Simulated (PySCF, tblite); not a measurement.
# C4H9BO: geometry, infrared bands and NMR shifts

Aim: predict the infrared bands and NMR shifts of C4H9BO (`[BH3-][O+]1C=CCC1`).

Programs: tblite 0.8.0 and PySCF 2.14.0, with density-fitted response routines of our own. Each step states its level of theory. These are calculated values for one molecule in the gas phase, unless marked as measured. Atoms count from 0, in the outputs and in this text.

## Step 1: The molecule as given

15 atoms, charge 0, multiplicity 1; geometry from: force field or distance geometry start.

Bonds of the start (Å): B0–O1 1.47, O1–C2 1.40, C2–C3 1.32, C3–C4 1.52, C4–C5 1.53, C5–O1 1.44, B0–H6 1.21, B0–H7 1.21, B0–H8 1.18, C2–H9 1.10, C3–H10 1.09, C4–H11 1.11, C4–H12 1.09, C5–H13 1.08, C5–H14 1.10.

## Step 2: Geometry optimisation with GFN2-xTB

Job settings and geometry (Å):

```
{"job": {"kind": "relax", "xc": "GFN2-xTB", "basis": "xTB"}, "charge": 0, "multiplicity": 1}
B     -1.980000     0.257600    -0.221200
O     -0.544200     0.244500     0.101700
C      0.416700     1.242800    -0.093400
C      1.578900     0.661400    -0.317700
C      1.384000    -0.840200    -0.227200
C      0.180500    -0.831000     0.716400
H     -2.215000    -0.181300    -1.320000
H     -2.505900    -0.483900     0.572500
H     -2.509800     1.303800    -0.058400
H      0.194100     2.324800    -0.078500
H      2.543100     1.134600    -0.509900
H      0.988800    -1.246400    -1.181900
H      2.243500    -1.354600     0.191500
H     -0.359700    -1.764400     0.728500
H      0.580800    -0.459700     1.675600
```

The run is started by

```
OMP_NUM_THREADS=1 python probes_run.py task.json out
```

The driver reads the jobs from task.json and runs them one after another.

**Question.** This job is followed by: GFN2-xTB harmonic vibrations, gas phase; GIAO PBE0/pcSseg-1 NMR shielding, non-relativistic, gas phase. Predict these results of the whole session: strongest single infrared mode (GFN2-xTB); zero-point energy (GFN2-xTB); 13C shifts against TMS (PBE0/pcSseg-1); 1H shifts against TMS (PBE0/pcSseg-1, means over atoms taken as alike); 11B shifts against BF3·OEt2 (PBE0/pcSseg-1); 17O shifts against H2O (PBE0/pcSseg-1).

**Answer**, as computed:

| quantity | value |
| --- | --- |
| strongest single infrared mode (GFN2-xTB) | 2450 cm⁻¹, 234 km/mol |
| zero-point energy (GFN2-xTB) | 76.6 kcal/mol |
| 13C shifts against TMS (PBE0/pcSseg-1) | 154.5, 112.2, 77.6, 34.3 ppm |
| 1H shifts against TMS (PBE0/pcSseg-1, means over atoms taken as alike) | 6.33, 5.42, 4.58, 3.13, 2.91 ppm |
| 11B shifts against BF3·OEt2 (PBE0/pcSseg-1) | -0.7 ppm |
| 17O shifts against H2O (PBE0/pcSseg-1) | 98.5 ppm |

What this shows: Relaxing lowered the energy by 0.926 eV in 79 steps; the close pair that moved most is B0–O1, from 1.472 to 1.653 Å. No mode is imaginary among the 39: a minimum at this level. The strongest single mode, at 2450 cm⁻¹, moves mainly H6. Unscaled tight-binding wavenumbers are off by several per cent, some by more. Its intensities can rank the bands wrongly. At PBE0/pcSseg-1: The widest tensor belongs to C3: span 175 ppm, with a paramagnetic part of -184 ppm.
